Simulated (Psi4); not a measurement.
# doublet [SiHF3]+: levels of theory compared

We compute a comparison of 3 runs (UHF/STO-3G, UDSD-PBEP86/def2-SVPD, UMP3/def2-SVPD) of doublet [SiHF3]+. 

Program for the calculation: Psi4 1.11.

## (1) The molecule

[SiHF3]+ has 5 atoms, charge +1, and is taken as a doublet. As SMILES of the parent species, `F[SiH](F)F`. Geometry: relaxed at PBE0-D4/def2-TZVP. That shape belongs to the parent species and isn't relaxed for this state.

Bond lengths: F1–Si2 1.573 Å, Si2–F3 1.573 Å, Si2–F4 1.573 Å, Si2–H5 1.461 Å. Angles: F1–Si2–F3 108.3°, F1–Si2–F4 108.3°, F3–Si2–F4 108.3°, F1–Si2–H5 110.7°, F3–Si2–H5 110.7°, F4–Si2–H5 110.7°.

## (2) Energy and forces at UHF/STO-3G (run 1)

File job.json:

```json
{
 "schema_name": "qcschema_input",
 "schema_version": 1,
 "molecule": {
  "schema_name": "qcschema_molecule",
  "schema_version": 2,
  "symbols": ["F", "Si", "F", "F", "H"],
  "geometry": [-0.84489655, -0.15533549, 2.81814857, 0.07691185, 0.00321253, -0.00340151, -1.12835547, 2.42149506, -1.24192801, -0.93711519, -2.38729101, -1.44979788, 2.83345535, 0.11791891, -0.12302117],
  "molecular_charge": 1,
  "molecular_multiplicity": 2,
  "fix_symmetry": "c1"
 },
 "driver": "gradient",
 "model": {
  "method": "hf",
  "basis": "STO-3G"
 },
 "keywords": {
  "reference": "uhf",
  "puream": true,
  "e_convergence": 1e-09,
  "d_convergence": 1e-08,
  "scf_type": "pk",
  "maxiter": 200
 }
}
```

The run is started by

```sh
$ psi4 --qcschema job.json -n 1 --memory 1600MB
```

stdout:

```text
[...]
  Running in c1 symmetry.
[...]
  Nuclear repulsion =  188.407850502799874
[...]
  Multiplicity = 2
[...]
  Nalpha       = 21
  Nbeta        = 20
[...]
    Number of basis functions: 25
[...]
   @UHF iter   1:  -579.79071008040034   -1.21779e+00   1.64370e-02 ADIIS/DIIS
[...]
   @UHF iter  22:  -579.97384515886472    2.27374e-13   4.96426e-09 DIIS
[...]
   @S^2 Observed:                8.065051497E-01
[...]
    Orbital Energies [Eh]
    ---------------------
    Alpha Occupied:
       1A    -68.464340     2A    -26.271818     3A    -26.271604
       4A    -26.271490     5A     -6.437246     6A     -4.464570
       7A     -4.463190     8A     -4.463187     9A     -1.851641
      10A     -1.817755    11A     -1.817660    12A     -1.038631
      13A     -0.926920    14A     -0.895355    15A     -0.895327
      16A     -0.826677    17A     -0.826631    18A     -0.808304
      19A     -0.797939    20A     -0.785972    21A     -0.785944
    Alpha Virtual:
      22A      0.091676    23A      0.212852    24A      0.212878
      25A      0.242648
[...]
  @UHF Final Energy:  -579.97384515886472
   => Energetics <=
    Nuclear Repulsion Energy =            188.4078505027998744
    One-Electron Energy =               -1175.8895998226516895
    Two-Electron Energy =                 407.5079041609870956
    Total Energy =                       -579.9738451588647195
  UHF NO Occupations:
  HONO-2 :   19  A 1.9936426
  HONO-1 :   20  A 1.9843323
[...]
 Multipole Moments:
 ------------------------------------------------------------------------------------
     Multipole            Electronic (a.u.)      Nuclear  (a.u.)        Total (a.u.)
 ------------------------------------------------------------------------------------
 L = 1.  Multiply by 2.5417464519 to convert [e a0] to [Debye]
 Dipole X            :         -0.9615733            2.2804039            1.3188305
 Dipole Y            :         -0.0399348            0.0949100            0.0549751
 Dipole Z            :          0.0413452           -0.0990473           -0.0577021
 Magnitude           :                                                    1.3212365
[...]
  -Total Gradient:
     Atom            X                  Y                   Z
    ------   -----------------  -----------------  -----------------
       1       -0.001271760462     0.000924069222    -0.022531492161
       2        0.041325647265     0.001736263297    -0.001911206753
       3        0.001070996329    -0.020093394946     0.010491809279
       4       -0.000490252765     0.019126705128     0.012179990541
       5       -0.040634630367    -0.001693642701     0.001770899094
[...]
```

The result, in JSON:

```text
{
 "driver": "gradient",
 "model": {
  "method": "hf",
  "basis": "STO-3G"
 },
 "success": true,
 "return_result": [-0.0012717604620411244, 0.0009240692218775801, -0.02253149216130529, 0.04132564726481258, 0.0017362632974708466, -0.0019112067525621605, 0.0010709963292861724, -0.020093394946271742, 0.010491809279343206, -0.0004902527653717903, 0.019126705128194588, 0.01217999054142016, -0.040634630366895935, -0.0016936427009286732, 0.001770899093990753],
 "properties": {
  "calcinfo_nbasis": 25,
  "calcinfo_nmo": 25,
  "calcinfo_nalpha": 21,
  "calcinfo_nbeta": 20,
  "calcinfo_natom": 5,
  "nuclear_repulsion_energy": 188.40785050279987,
  "return_energy": -579.9738451588647,
  "return_gradient": [-0.0012717604620411244, 0.0009240692218775801, -0.02253149216130529, 0.04132564726481258, 0.0017362632974708466, -0.0019112067525621605, 0.0010709963292861724, -0.020093394946271742, 0.010491809279343206, -0.0004902527653717903, 0.019126705128194588, 0.01217999054142016, -0.040634630366895935, -0.0016936427009286732, 0.001770899093990753],
  "scf_one_electron_energy": -1175.8895998226517,
  "scf_two_electron_energy": 407.5079041609871,
  "scf_dipole_moment": [1.3188305311318116, 0.054975112251901964, -0.057702140392306284],
  "scf_total_energy": -579.9738451588647,
  "scf_total_gradient": [-0.0012717604620411244, 0.0009240692218775801, -0.02253149216130529, 0.04132564726481258, 0.0017362632974708466, -0.0019112067525621605, 0.0010709963292861724, -0.020093394946271742, 0.010491809279343206, -0.0004902527653717903, 0.019126705128194588, 0.01217999054142016, -0.040634630366895935, -0.0016936427009286732, 0.001770899093990753],
  "scf_iterations": 22
 }
}
```

Wall time 1.3 s (1 thread of Intel Xeon 6975P-C (Granite Rapids), shared host); peak memory 0.18 GiB.

## (3) The energy at UDSD-PBEP86/def2-SVPD (density fitting for correlation) (run 2)

File job.inp:

```
memory 1.6 GB

molecule mol {
  1 2
  F     -0.447100    -0.082200     1.491300
  Si     0.040700     0.001700    -0.001800
  F     -0.597100     1.281400    -0.657200
  F     -0.495900    -1.263300    -0.767200
  H      1.499400     0.062400    -0.065100
  units angstrom
  symmetry c1
  no_reorient
  no_com
}

set basis def2-SVPD
set reference uks
set puream true
set e_convergence 1e-09
set d_convergence 1e-08
set scf_type pk
set dft_radial_points 99
set dft_spherical_points 590
set num_frozen_docc 8
set maxiter 200

energy("dsd-pbep86")
```

The run is started by

```sh
$ psi4 -i job.inp -o job.out -n 1
```

job.out:

```text
[...]
  Running in c1 symmetry.
[...]
  Nuclear repulsion =  188.407850402666924
[...]
  Multiplicity = 2
[...]
  Nalpha       = 21
  Nbeta        = 20
[...]
    Number of basis functions: 101
[...]
   @UKS iter   1:  -587.73420507529613   -1.69618e-02   5.26349e-03 DIIS/ADIIS
[...]
   @UKS iter  13:  -587.86565640877132   -1.34150e-11   8.79683e-09 DIIS
[...]
   @S^2 Observed:                7.616750439E-01
[...]
    Orbital Energies [Eh]
    ---------------------
    Alpha Occupied:
       1A    -68.309938     2A    -26.044463     3A    -26.044429
       4A    -26.044422     5A     -6.297443     6A     -4.497470
       7A     -4.491731     8A     -4.491730     9A     -1.766103
      10A     -1.735164    11A     -1.735140    12A     -1.093118
      13A     -0.981889    14A     -0.953781    15A     -0.953773
      16A     -0.899890    17A     -0.899886    18A     -0.891968
      19A     -0.872888    20A     -0.872878    21A     -0.853546
    Alpha Virtual:
      22A     -0.174875    23A     -0.174867    24A     -0.156398
      25A     -0.120548    26A     -0.025374    27A      0.005432
[...]
  @UKS Final Energy:  -587.86565640877132
   => Energetics <=
    Nuclear Repulsion Energy =            188.4078504026669236
    One-Electron Energy =               -1181.7455620811792869
    Two-Electron Energy =                 420.3406374201526887
    DFT Exchange-Correlation Energy =     -14.8685821504115872
    Empirical Dispersion Energy =           0.0000000000000000
    VV10 Nonlocal Energy =                  0.0000000000000000
    Total Energy =                       -587.8656564087713150
[...]
 Multipole Moments:
 ------------------------------------------------------------------------------------
     Multipole            Electronic (a.u.)      Nuclear  (a.u.)        Total (a.u.)
 ------------------------------------------------------------------------------------
 L = 1.  Multiply by 2.5417464519 to convert [e a0] to [Debye]
 Dipole X            :         23.9094255          -22.2830836            1.6263420
 Dipole Y            :          0.9949745           -0.9272886            0.0676859
 Dipole Z            :         -1.0379097            0.9671618           -0.0707479
 Magnitude           :                                                    1.6292866
[...]
```

It took 15 s on 1 thread of Intel Xeon 6975P-C (Granite Rapids), shared host; peak memory 0.66 GiB.

## (4) The energy at UMP3/def2-SVPD (run 3)

File run_ase.py:

```python
import numpy as np
from ase.calculators.psi4 import Psi4
from ase import Atoms

a = Atoms(['F', 'Si', 'F', 'F', 'H'], positions=[
    [-0.447100, -0.082200, 1.491300],
    [0.040700, 0.001700, -0.001800],
    [-0.597100, 1.281400, -0.657200],
    [-0.495900, -1.263300, -0.767200],
    [1.499400, 0.062400, -0.065100],
])
calc = Psi4(atoms=a, method='mp3', basis='def2-SVPD', memory='1600MB', num_threads=1, charge=1, multiplicity=2, label='calc', reference='uhf')
calc.psi4.set_options({'puream': True, 'e_convergence': 1e-09, 'd_convergence': 1e-08, 'scf_type': 'pk', 'num_frozen_docc': 8, 'maxiter': 200, 'mp_type': 'conv'})
a.calc = calc

print(f'energy: {a.get_potential_energy():.6f} eV')
```

The run is started by

```sh
$ python run_ase.py
```

calc.dat:

```text
[...]
  Running in c1 symmetry.
[...]
  Nuclear repulsion =  188.407850402666924
[...]
  Multiplicity = 2
[...]
  Nalpha       = 21
  Nbeta        = 20
[...]
    Number of basis functions: 101
[...]
   @UHF iter   1:  -587.04324765512195   -1.73181e-01   5.24376e-03 DIIS/ADIIS
[...]
   @UHF iter  13:  -587.18574280783207   -3.67208e-11   8.66031e-09 DIIS
[...]
   @S^2 Observed:                7.590992885E-01
[...]
    Orbital Energies [Eh]
    ---------------------
    Alpha Occupied:
       1A    -69.252998     2A    -26.596639     3A    -26.596616
       4A    -26.596600     5A     -6.601034     6A     -4.718834
       7A     -4.711774     8A     -4.711772     9A     -1.892347
      10A     -1.860816    11A     -1.860785    12A     -1.185348
      13A     -1.057380    14A     -1.021534    15A     -1.021522
      16A     -0.967974    17A     -0.967971    18A     -0.961477
      19A     -0.941159    20A     -0.941145    21A     -0.922405
    Alpha Virtual:
      22A     -0.136938    23A     -0.136931    24A     -0.117678
      25A     -0.096596    26A      0.012963    27A      0.028837
[...]
  @UHF Final Energy:  -587.18574280783207
   => Energetics <=
    Nuclear Repulsion Energy =            188.4078504026669236
    One-Electron Energy =               -1181.7549577414620217
    Two-Electron Energy =                 406.1613645309631124
    Total Energy =                       -587.1857428078319572
  UHF NO Occupations:
  HONO-2 :   19  A 1.9992576
  HONO-1 :   20  A 1.9970012
[...]
 Multipole Moments:
 ------------------------------------------------------------------------------------
     Multipole            Electronic (a.u.)      Nuclear  (a.u.)        Total (a.u.)
 ------------------------------------------------------------------------------------
 L = 1.  Multiply by 2.5417464519 to convert [e a0] to [Debye]
 Dipole X            :          0.1560232            2.2804039            2.4364271
 Dipole Y            :          0.0065032            0.0949100            0.1014131
 Dipole Z            :         -0.0069190           -0.0990473           -0.1059663
 Magnitude           :                                                    2.4408381
[...]
	SCS-MP2 Total Energy (a.u.)        :  -587.83099108117528
	SOS-MP2 Total Energy (a.u.)        :  -587.81678683461860
[...]
	SOS-PI-MP2 Total Energy (a.u.)     :  -587.86532868283302
[...]
	MP2 Total Energy (a.u.)            :  -587.85939957428832
[...]
	SCS-MP3 Total Energy (a.u.)        :  -587.82821813135479
[...]
	MP3 Total Energy (a.u.)            :  -587.84830777500611
[...]
```

Standard output:

```text
energy: -15996.167227 eV
```

Run time: 16 s. Hardware: 1 thread of Intel Xeon 6975P-C (Granite Rapids), shared host; peak memory 0.85 GiB.

## (5) The series

```tsv
run	level	task	frozen core orbitals	energy (Eh)	HOMO energy (eV)	LUMO energy (eV)	⟨S²⟩	wall time
1	UHF/STO-3G	gradient	0	-579.973845	-18.34	-9.89	0.807	1.3 s
2	UDSD-PBEP86/def2-SVPD (density fitting for correlation)	energy	8	-588.220536	-23.06	-14.91	0.762	15 s
3	UMP3/def2-SVPD	energy	8	-587.848308	-24.95	-13.18	0.759	16 s
```

## (6) What came out

```
                                                         quantity          value
                                              run 3: total energy  -587.84831 Eh
run 3: HOMO energy (Hartree–Fock orbitals) (highest over α and β)      -24.95 eV
 run 3: LUMO energy (Hartree–Fock orbitals) (lowest over α and β)      -13.18 eV
               run 3: correlation energy (8 core orbitals frozen)     -662.6 mEh
                         run 3: ⟨S²⟩ of the reference determinant          0.759
```

**Reading.** In run 1 the basis is minimal, so the values are rough. All runs together took 32 s, the longest 16 s.
